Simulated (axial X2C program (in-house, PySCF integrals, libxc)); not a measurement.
# VF⁻: properties at the nuclei

Wanted for VF⁻: properties at the nuclei, at the two-component level.

Computed with an in-house X2C program for linear molecules on PySCF integrals. Level: two-component X2C with atomic mean-field terms, V dyall-acv3z, F dyall-av3z.

All values are calculated.

## 1. The job

Contents of task.json:

```json
{
 "zs": [
  23,
  9
 ],
 "q": -1,
 "bas": [
  "dyall-acv3z",
  "dyall-av3z"
 ],
 "r0": 1.98,
 "levels": [
  "PBE0",
  "HF",
  "LDA",
  "r2SCAN",
  "PBE50"
 ],
 "nst": 3
}
```

Keys: zs atomic numbers; q charge; bas basis sets; r0 starting distance in Å; levels methods (HF also brings MP2); nst determinants followed.

On the command line:

```sh
python soeom.py task.json out
```

Nuclei are Gaussian, cores are contracted, and the Gaunt term is on.

## 2. Expectation values, lowest determinant

R = 1.816 Å. State: Ω = 1/2 (excess of +ω over −ω: ω = -1/2, ω = -3/2, ω = 5/2).

Output of the PBE0 run:

```text
two-component X2C + atomic mean field  PBE0
basis functions 179  fitting functions 957  grid points 5076
iter        total energy     max residual
   1      -1048.778916527     1.10e-05
   2      -1048.778916528     7.38e-06
converged
one-electron -1569.14981861  Coulomb 516.29395411  exact exchange -13.69166553  xc functional -42.31880495  nuclear repulsion 60.31920851  atomic mean-field constant -0.23179006
```

The highest occupied spinor is 75% V s, 19% V p, 3% F p.

| level | Eeff magnitude (GV/cm) | Ws magnitude V (kHz) | A∥/gI V (MHz) | qzz V (a.u.) | A∥/gI F (MHz) | qzz F (a.u.) |
| --- | --- | --- | --- | --- | --- | --- |
| PBE0 | 0.124 | 0.0786 | -316 | 0.43 | -111 | 0.37 |
| HF | 0.172 | 0.144 | -44.6 | 0.35 | -70.5 | 0.19 |
| LDA | 0.152 | 0.0959 | -445 | 0.63 | -136 | 0.43 |
| r2SCAN | 0.151 | 0.0926 | -63.9 | 0.36 | -115 | 0.37 |
| PBE50 | 0.0656 | 0.0367 | -336 | 0.38 | -95.9 | 0.33 |

Eeff is the effective electric field on the electron dipole moment in this Ω state and Ws the scalar–pseudoscalar constant (defined with the proton number Z and per Ω); A∥ is the parallel hyperfine constant, which follows by multiplying with the nuclear g factor gI = μI/(I μN); qzz is the electric field gradient, eQq0 = 234.96 MHz × Q/barn × qzz. The operators were transformed with the bare-nucleus X2C matrices.

## 3. Expectation values, a higher determinant

R = 1.816 Å. State: Ω = 5/2 (excess of +ω over −ω: ω = 5/2), 0.02 eV above the lowest in the PBE0 search for states (made at or near this distance, with looser thresholds).

Output of the PBE0 run:

```text
two-component X2C + atomic mean field  PBE0
basis functions 179  fitting functions 957  grid points 5076
iter        total energy     max residual
   1      -1048.778082325     6.81e-05
   2      -1048.778082337     2.12e-05
   3      -1048.778082348     5.15e-05
   4      -1048.778082352     2.69e-05
   5      -1048.778082354     5.69e-06
converged
one-electron -1569.14452588  Coulomb 516.28921011  exact exchange -13.69159342  xc functional -42.31859162  nuclear repulsion 60.31920851  atomic mean-field constant -0.23179006
```

The highest occupied spinor is 75% V s, 19% V p, 3% F p.

| level | Eeff magnitude (GV/cm) | Ws magnitude V (kHz) | A∥/gI V (MHz) | qzz V (a.u.) | A∥/gI F (MHz) | qzz F (a.u.) |
| --- | --- | --- | --- | --- | --- | --- |
| PBE0 | 0.126 | 0.0159 | 127 | 0.44 | 11.9 | 0.38 |
| HF | 0.223 | 0.0338 | 120 | 0.46 | 10.3 | 0.19 |
| LDA | 0.0965 | 0.00908 | 100 | 0.63 | 12.6 | 0.43 |
| r2SCAN | 0.154 | 0.0188 | 171 | 0.36 | 12.9 | 0.37 |
| PBE50 | 0.068 | 0.00757 | 128 | 0.38 | 11 | 0.33 |

## 4. Expectation values, a higher determinant

R = 1.816 Å. State: Ω = 1/2 (excess of +ω over −ω: ω = 1/2), 0.14 eV above the lowest in the PBE0 search for states (made at or near this distance, with looser thresholds).

Output of the PBE0 run:

```text
two-component X2C + atomic mean field  PBE0
basis functions 179  fitting functions 957  grid points 5076
iter        total energy     max residual
   1      -1048.773822156     5.32e-05
   2      -1048.773822292     3.79e-05
   3      -1048.773822332     6.69e-05
   4      -1048.773822394     1.09e-05
   5      -1048.773822402     8.22e-06
converged
one-electron -1569.08431353  Coulomb 516.23589678  exact exchange -13.69655927  xc functional -42.31626484  nuclear repulsion 60.31920851  atomic mean-field constant -0.23179006
```

The highest occupied spinor is 79% V s, 11% V p, 4% F p.

| level | Eeff magnitude (GV/cm) | Ws magnitude V (kHz) | A∥/gI V (MHz) | qzz V (a.u.) | A∥/gI F (MHz) | qzz F (a.u.) |
| --- | --- | --- | --- | --- | --- | --- |
| PBE0 | 0.0394 | 0.00291 | 678 | -1.37 | 37.8 | 0.48 |
| HF | 0.176 | 0.113 | 617 | -1.49 | 14.7 | 0.22 |
| LDA | 0.101 | 0.038 | 730 | -1.21 | 64.5 | 0.58 |
| r2SCAN | 0.0156 | 0.05 | 315 | -1.36 | 28.8 | 0.53 |
| PBE50 | 0.00059 | 0.0292 | 744 | -1.45 | 26.6 | 0.39 |

## 5. Outcome

| quantity | value |
| --- | --- |
| lowest determinant | Ω = 1/2 (excess of +ω over −ω: ω = -1/2, ω = -3/2, ω = 5/2) |
| Eeff magnitude (GV/cm), PBE0 | 0.124 |
| Ws magnitude V (kHz), PBE0 | 0.0786 |
| A∥/gI V (MHz), PBE0 | -316 |
| qzz V (a.u.), PBE0 | 0.43 |
| higher determinant | Ω = 5/2 (excess of +ω over −ω: ω = 5/2) |
| Eeff magnitude (GV/cm), PBE0, higher determinant | 0.126 |
| Ws magnitude V (kHz), PBE0, higher determinant | 0.0159 |
| A∥/gI V (MHz), PBE0, higher determinant | 127 |
| qzz V (a.u.), PBE0, higher determinant | 0.44 |
| higher determinant | Ω = 1/2 (excess of +ω over −ω: ω = 1/2) |
| Eeff magnitude (GV/cm), PBE0, higher determinant | 0.0394 |
| Ws magnitude V (kHz), PBE0, higher determinant | 0.00291 |
| A∥/gI V (MHz), PBE0, higher determinant | 678 |
| qzz V (a.u.), PBE0, higher determinant | -1.37 |

What this shows: In the first state, the effective field runs from 0.0656 to 0.172 GV/cm over the mean-field levels, so the levels don't agree on it. The expectation values come from single determinants, which for open shells can mix terms of unlike spin or miss the lowest Ω, so a determinant need not be a state. Eeff is the effective electric field on the electron dipole moment in this Ω state and Ws the scalar–pseudoscalar constant (defined with the proton number Z and per Ω); A∥ is the parallel hyperfine constant, which follows by multiplying with the nuclear g factor gI = μI/(I μN); qzz is the electric field gradient, eQq0 = 234.96 MHz × Q/barn × qzz. The operators were transformed with the bare-nucleus X2C matrices. A second determinant lies within 0.1 eV of the first, so their order is not settled at this level.
